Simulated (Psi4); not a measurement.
**BH3Br− (SMILES [BH3-]Br) at CCSD/cc-pV(D+d)Z**

Aim: the energy difference between two shapes of BH3Br− at CCSD/cc-pV(D+d)Z, from 2 runs. 

The results are computed with Psi4 1.11.

3 further runs of the same task are left out: 3 set aside as unsound or not needed.

## 1. Starting point

BH3Br− has 5 atoms, charge -1, and is taken as a singlet. As SMILES, `[BH3-]Br`. The coordinates come from a GFN2-xTB (4 decimals) relaxation.

Bond lengths: B1–Br2 2.026 Å, B1–H3 1.211 Å, B1–H4 1.211 Å, B1–H5 1.211 Å. Angles: Br2–B1–H3 107.6°, Br2–B1–H4 107.6°, Br2–B1–H5 107.6°, H3–B1–H4 111.3°, H3–B1–H5 111.3°, H4–B1–H5 111.3°.

## 2. A single-point energy at CCSD/cc-pV(D+d)Z

The input, bbrh3.sdf:

```

     RDKit          3D

  5  4  0  0  0  0  0  0  0  0999 V2000
    0.1055   -0.0473    0.1457 B   0  0  0  0  0  0  0  0  0  0  0  0
   -1.0442    0.4678   -1.4413 Br  0  0  0  0  0  0  0  0  0  0  0  0
    1.2341   -0.2172   -0.2603 H   0  0  0  0  0  0  0  0  0  0  0  0
   -0.3525   -1.0667    0.6130 H   0  0  0  0  0  0  0  0  0  0  0  0
    0.0571    0.8634    0.9429 H   0  0  0  0  0  0  0  0  0  0  0  0
  2  1  1  0
  3  1  1  0
  4  1  1  0
  5  1  1  0
M  CHG  1   1  -1
M  END
$$$$
```

The input, run.py:

```python
import psi4
from rdkit import Chem

psi4.set_memory(1600000000)
psi4.set_num_threads(1)
psi4.core.set_output_file('output.dat', False)

rd = Chem.SDMolSupplier('bbrh3.sdf', removeHs=False, sanitize=False)[0]
xyz = rd.GetConformer().GetPositions()
atoms = '\n'.join(f'{a.GetSymbol()} {x:.4f} {y:.4f} {z:.4f}' for a, (x, y, z) in zip(rd.GetAtoms(), xyz))
molecule = psi4.geometry('-1 1\n' + atoms + '\nsymmetry c1')

options = {'scf_type': 'pk', 'freeze_core': True}
psi4.set_options(options)

result, w = psi4.energy('ccsd/cc-pV(D+d)Z', return_wfn=True)
print('E =', round(result, 9))
```

Started as:

```
$ python run.py
```

output.dat (excerpt; [...] marks lines left out):

```text
[...]
  Running in c1 symmetry.
[...]
  Nuclear repulsion =   73.970180507694010
[...]
  Multiplicity = 1
[...]
  Nalpha       = 22
  Nbeta        = 22
[...]
    Number of basis functions: 56
[...]
   @RHF iter   1: -2598.73484682329035   -2.08863e+00   9.41760e-03 ADIIS/DIIS
[...]
   @RHF iter  10: -2598.85926717472421    0.00000e+00   2.81629e-09 DIIS
[...]
    Orbital Energies [Eh]
    ---------------------
    Doubly Occupied:
       1A   -489.817108     2A    -64.953404     3A    -58.309928
       4A    -58.309469     5A    -58.309469     6A     -9.600610
       7A     -7.361827     8A     -7.211051     9A     -7.206975
      10A     -7.206975    11A     -2.946724    12A     -2.944701
      13A     -2.944701    14A     -2.940170    15A     -2.940170
      16A     -0.766553    17A     -0.469396    18A     -0.262058
      19A     -0.262011    20A     -0.224250    21A     -0.161255
      22A     -0.161244
[...]
  @RHF Final Energy: -2598.85926717472421
   => Energetics <=
    Nuclear Repulsion Energy =             73.9701805076940104
    One-Electron Energy =               -3775.0387941313492774
    Two-Electron Energy =                1102.2093464489312282
    Total Energy =                      -2598.8592671747242093
[...]
 Multipole Moments:
 ------------------------------------------------------------------------------------
     Multipole            Electronic (a.u.)      Nuclear  (a.u.)        Total (a.u.)
 ------------------------------------------------------------------------------------
 L = 1.  Multiply by 2.5417464519 to convert [e a0] to [Debye]
 Dipole X            :         -4.8453325            3.9045900           -0.9407425
 Dipole Y            :          2.1706410           -1.7492075            0.4214335
 Dipole Z            :         -6.6877403            5.3893770           -1.2983633
 Magnitude           :                                                    1.6578148
[...]
      * MP2 total energy                      = -2599.108063641928766
[...]
      * CCSD total energy                     = -2599.137261934658454
```

The script printed:

```text
E = -2599.137261935
```

It took 23 s on 1 thread of AMD EPYC 7R43 (Zen 3), shared host; peak memory 0.43 GiB.

## 3. The distorted shape, same level

The input, run.py:

```python
import psi4

psi4.set_memory(1600000000)
psi4.set_num_threads(1)
psi4.core.set_output_file('psi4.out', False)

geom = psi4.geometry("""
-1 1
B      0.188015    -0.019494     0.127724
Br    -1.121370     0.479320    -1.428864
H      1.242758    -0.330214    -0.249027
H     -0.362292    -1.172822     0.635424
H      0.030786     0.880529     0.977560
units angstrom
symmetry c1
""")

psi4.set_options({
    'scf_type': 'pk',
    'freeze_core': True,
})

e_tot = psi4.energy("ccsd/cc-pV(D+d)Z")
print(f'total energy {e_tot:.8f} hartree = {e_tot * 27.211386:.5f} eV')
```

Started as:

```
$ python run.py
```

psi4.out (excerpt; [...] marks lines left out):

```text
[...]
  Running in c1 symmetry.
[...]
  Nuclear repulsion =   71.601574839122051
[...]
  Multiplicity = 1
[...]
  Nalpha       = 22
  Nbeta        = 22
[...]
    Number of basis functions: 56
[...]
   @RHF iter   1: -2598.72823926151068   -2.20060e+00   9.38983e-03 DIIS/ADIIS
[...]
   @RHF iter  10: -2598.85136588186788   -6.82121e-12   5.91637e-09 DIIS
[...]
    Orbital Energies [Eh]
    ---------------------
    Doubly Occupied:
       1A   -489.820151     2A    -64.956120     3A    -58.312696
       4A    -58.312202     5A    -58.312194     6A     -9.602747
       7A     -7.389280     8A     -7.213086     9A     -7.209102
      10A     -7.209040    11A     -2.948768    12A     -2.946837
      13A     -2.946761    14A     -2.942258    15A     -2.942254
      16A     -0.762483    17A     -0.466946    18A     -0.281855
      19A     -0.239214    20A     -0.220069    21A     -0.171189
      22A     -0.154404
[...]
  @RHF Final Energy: -2598.85136588186788
   => Energetics <=
    Nuclear Repulsion Energy =             71.6015748391220512
    One-Electron Energy =               -3770.1865657110211032
    Two-Electron Energy =                1099.7336249900313305
    Total Energy =                      -2598.8513658818678778
[...]
 Multipole Moments:
 ------------------------------------------------------------------------------------
     Multipole            Electronic (a.u.)      Nuclear  (a.u.)        Total (a.u.)
 ------------------------------------------------------------------------------------
 L = 1.  Multiply by 2.5417464519 to convert [e a0] to [Debye]
 Dipole X            :         -4.9237810            4.0823595           -0.8414214
 Dipole Y            :          2.5698653           -1.9906905            0.5791748
 Dipole Z            :         -6.7746790            5.4260404           -1.3486386
 Magnitude           :                                                    1.6918214
[...]
      * MP2 total energy                      = -2599.099433501932708
[...]
      * CCSD total energy                     = -2599.129406285328514
```

On the terminal:

```text
total energy -2599.12940629 hartree = -70725.91354 eV
```

It took 23 s on 1 thread of AMD EPYC 7R43 (Zen 3), shared host; peak memory 0.39 GiB.

## 4. Results

Level: CCSD/cc-pV(D+d)Z, 10 core orbitals frozen.

```
                                                              quantity           value
                                             first shape: total energy  -2599.13726 Eh
                      first shape: HOMO energy (Hartree–Fock orbitals)        -4.39 eV
                      first shape: LUMO energy (Hartree–Fock orbitals)        11.05 eV
    first shape: HOMO–LUMO gap (to an unbound level, set by the basis)        15.44 eV
             first shape: correlation energy (10 core orbitals frozen)      -278.0 mEh
                                            first shape: T1 diagnostic           0.006
                                         distorted shape: total energy  -2599.12941 Eh
                  distorted shape: HOMO energy (Hartree–Fock orbitals)        -4.20 eV
                  distorted shape: LUMO energy (Hartree–Fock orbitals)        10.67 eV
distorted shape: HOMO–LUMO gap (to an unbound level, set by the basis)        14.87 eV
         distorted shape: correlation energy (10 core orbitals frozen)      -278.0 mEh
                                        distorted shape: T1 diagnostic           0.007
                                energy change with the atoms displaced        0.214 eV
```

With the atoms displaced the energy rises by 0.21 eV (20.6 kJ/mol). The first shape isn't relaxed at this level, so the change isn't measured from a minimum.
